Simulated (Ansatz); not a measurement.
**Au3Cl2: one candidate structure**

Where does Au3Cl2 go from the start given, A-type sesquioxide type (P-3m1, No. 164)?

Method: DFT PBE, scalar-relativistic, plane waves, PAW, in Ansatz 0.2.0.

1 further run of the same task is left out (set aside as unsound or not needed).

## Step 1: Starting point

The structure is trigonal, space group P-3m1 (No. 164). The conventional cell has a = 4.267 Å, b = 4.267 Å, c = 6.638 Å, α = 90.00°, β = 90.00°, γ = 120.00°. Au (site symmetry -3m) is surrounded by 6 Cl at 2.95 Å. Au (site symmetry 3m) has 4 Cl at 2.57 to 2.66 Å as nearest neighbours. Cl (site symmetry 3m) is surrounded by 7 Au at 2.57 to 2.95 Å.

Structure file:

```xyz
5
Lattice="4.2668 0.0000 0.0000 -2.1334 3.6952 0.0000 0.0000 0.0000 6.6385" Properties=species:S:1:pos:R:3 pbc="T T T"
Au    0.0000    0.0000    0.0000
Au    0.0000    2.4634    4.2818
Au    2.1334    1.2317    2.3567
Cl    0.0000    2.4634    1.6264
Cl    2.1334    1.2317    5.0120
```

(A quick probe on a coarse mesh, which set the mesh and smearing, is not shown.)

## Step 3: Rough relaxation on the coarse mesh

input.yaml reads:

```yaml
crystal:
  lattice:
    - [4.2668175177, 0.0, 0.0]
    - [-2.1334087589, 3.6951723636, 0.0]
    - [0.0, 0.0, 6.6384749704]
  atoms:
    - { symbol: Au, position: [0.0, 0.0, 0.0] }
    - { symbol: Au, position: [0.3333333333, 0.6666666667, 0.645] }
    - { symbol: Au, position: [0.6666666667, 0.3333333333, 0.355] }
    - { symbol: Cl, position: [0.3333333333, 0.6666666667, 0.245] }
    - { symbol: Cl, position: [0.6666666667, 0.3333333333, 0.755] }
basis:
  ecutwfc: 420
kpoints:
  mp_grid: { grid: [6, 6, 4] }
hamiltonian:
  xc: pbe
scf:
  occupations: { method: gaussian, width: 0.1 }
  lower_state_search: "off"
output:
  forces: true
  stress: true
  eigenvalues: true
relax:
  adjacent_minimum: "off"
  f_tol: 0.04
  max_steps: 70
  cell: { stress_tol: 0.4 }
```

Command:

```
> ansatz run input.yaml --threads 1 --pin off --max-ram 2560MiB --backend cpu --events-out ev --progress --plain --runs-dir out
```

Further runs follow: relaxing cell and atoms.

Q: Predict the outcome of this session.

**Answer**, as computed:

Formation energies count from the elements, computed with the same settings in runs not shown here.

```
                          quantity                                                                       value
                              cell  a = 3.782 Å, b = 3.782 Å, c = 9.889 Å, α = 90.00°, β = 90.00°, γ = 120.00°
                       space group                                                             P-3m1 (No. 164)
                            volume                                                               24.49 Å³/atom
                   gap on the mesh                                                                none (metal)
formation energy from the elements                                                              -0.058 eV/atom
```

In words: The space group stayed P-3m1, and from the first guess the volume went from 20.93 to 24.49 Å³/atom. With -0.06 eV/atom it lies under the elements, which doesn't yet make it stable against other compounds of them. The runs treat Au without spin-orbit coupling. The final runs have no spin polarisation, so no magnetic state was tried and one may lie lower. Layers here are held mostly by dispersion, which this level lacks, so their spacing and the stiffness across them are unreliable there.
